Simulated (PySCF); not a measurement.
**[Er(P5)]2+: other functionals and bases at one geometry**

An exercise on one series of results from a longer session: the logs are not shown, and one member is left open.

The runs use PySCF 2.14.0; several levels, as the steps say, no spin–orbit coupling.

3 further runs of the same task are left out: 2 for a known fault of the program, 1 that didn't finish.

## Where the work starts

6 atoms, charge 2, spin multiplicity 1.

Bond lengths: Er1–P2 2.906 Å, Er1–P3 2.906 Å, Er1–P4 2.906 Å, Er1–P5 2.906 Å, Er1–P6 2.906 Å, P2–P3 2.172 Å, P2–P6 2.172 Å, P3–P4 2.172 Å, P4–P5 2.172 Å, P5–P6 2.172 Å. Angles: P2–Er1–P3 43.9°, P2–Er1–P4 74.4°, P2–Er1–P5 74.4°, P2–Er1–P6 43.9°, P3–Er1–P4 43.9°, P3–Er1–P5 74.4°, P3–Er1–P6 74.4°, P4–Er1–P5 43.9°, P4–Er1–P6 74.4°, P5–Er1–P6 43.9°, Er1–P2–P3 68.1°, Er1–P2–P6 68.1°, P3–P2–P6 108.0°, Er1–P3–P2 68.1°, Er1–P3–P4 68.1°, P2–P3–P4 108.0°, Er1–P4–P3 68.1°, Er1–P4–P5 68.1° and more.

As a file:

```xyz
6
ErP5
Er    0.0000    0.0000   -1.0895
P     1.8472    0.0000    1.1542
P     0.5708    1.7568    1.1542
P    -1.4944    1.0857    1.1542
P    -1.4944   -1.0858    1.1542
P     0.5708   -1.7568    1.1542
```

Formal oxidation states: Er +3. Each metal's 11 4f electrons lie in its core potential, so multiplicities, spins and levels count the valence alone. An earlier session relaxed this geometry at B3LYP, Er lcecp-1-SVP with ECP57, P def2-SVP (singlet, point group C5v).

At B3LYP on the finer grid: E = -1743.965533 Eh, HOMO -15.72 eV, LUMO -13.28 eV, Mulliken charge on Er1 +1.19 e, largest force component 0.002 eV/Å. 

Levels to run: TPSSh; r2SCAN; PBE; CAM-B3LYP; B3LYP, TZVP. Hardware: 2 threads of Arm Neoverse V2, shared host.

Set-up of the first run:

The input, run.py (the lines that set the calculation):

```python
mol = gto.M(atom='''
Er     0.00000     0.00000    -1.08945
P      1.84722     0.00002     1.15422
P      0.57080     1.75681     1.15422
P     -1.49444     1.08575     1.15422
P     -1.49442    -1.08578     1.15422
P      0.57084    -1.75680     1.15422''',
    basis={'Er': 'lcecp-1-SVP', 'P': 'def2-SVP'},
    ecp={'Er': 'lcecp-1-SVP'},
    charge=2, spin=0)
mf = dft.RKS(mol, xc='TPSSH')
mf.grids.atom_grid = (75, 302)  # f atoms: unpruned, at least (60, 302)
mf = mf.density_fit()  # fitting sets: Er AutoAux, P def2-universal-JKFIT
mf.conv_tol = 1e-08; mf.max_cycle = 55
mf.kernel(dm0)  # dm0: the density of the relaxed state
```

On the command line:

```console
$ OMP_NUM_THREADS=2 python run.py
```

Among the steps run: TPSSh; r2SCAN; PBE; CAM-B3LYP; B3LYP, TZVP.

One of the session's tables, all rows but one given; the rest of the session is left out.

```
               level  HOMO (eV)  gap (eV)  charge on Er1 (e)  dipole (D)  largest force component (eV/Å)
B3LYP (relaxed here)     -15.72      2.44               1.19        3.52                            0.00
               TPSSh          ?         ?                  ?           ?                               ?
              r2SCAN     -15.26      1.38               1.35        3.92                            0.30
                 PBE     -15.03      1.12               1.19        3.21                            0.37
           CAM-B3LYP     -17.05      4.98               1.19        3.94                            0.51
         B3LYP, TZVP     -15.45      2.42               1.42        3.23                            0.33
```

Q: Estimate the row for TPSSh from the others.

The run gave: HOMO (eV): -15.49; gap (eV): 1.91; charge on Er1 (e): 1.33; dipole (D): 3.85; largest force component (eV/Å): 0.24. In the column «HOMO (eV)» it lies between B3LYP (relaxed here) (-15.72) and B3LYP, TZVP (-15.45).

The dipole of a charged species depends on the origin, so these sizes hold for this origin alone.

In one basis the HOMO–LUMO gap runs from 1.12 eV (PBE) to 4.98 eV (CAM-B3LYP). The largest leftover force, 0.51 eV/Å with CAM-B3LYP, stands at a geometry relaxed at another level. With 4f in the core, its levels are missing from HOMO and gap, and its count is fixed, so no charge can pass from the ligands into it. Total energies of different levels can't be compared.
